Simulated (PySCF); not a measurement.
The system is NCOAlH4, in a box.

```
CELL_PARAMETERS angstrom
12.00000 0.00000 0.00000
0.00000 13.00000 0.00000
0.00000 0.00000 13.00000
ATOMIC_POSITIONS crystal
N 0.54290 0.57887 0.61451
C 0.47498 0.56612 0.53382
O 0.39682 0.62540 0.50519
Al 0.48863 0.43981 0.44282
H 0.60184 0.53094 0.62719
H 0.53574 0.64474 0.65756
H 0.39919 0.42351 0.35527
H 0.58328 0.35636 0.46829
```

The cell isn't the ideal one: atoms moved at random, drawn with an rms of 0.05 Å.

Base run:

| Quantity | Value |
| --- | --- |
| Program | PySCF 2.14.0 |
| Functional | PBE |
| Potentials or basis | pob-tzvp-rev2 (all-electron) |
| k mesh | 1 × 1 × 1 |
| Occupations | fixed |
| Spin | no spin polarisation |

Its results: gap between the frontier levels 2.95 eV.

The run is repeated on the same cell with these changes: functional from PBE to TASK. What comes out?

Gap between the frontier levels 4.03 eV.

TASK gives the wider gap, since meta-GGAs in the generalised Kohn-Sham scheme recover part of the derivative discontinuity.

Caveats: this is a molecule in a periodic box at the Γ point, so its band gap is the HOMO-LUMO gap; the basis of atomic orbitals isn't converged, which shifts pressures, moduli and gaps.

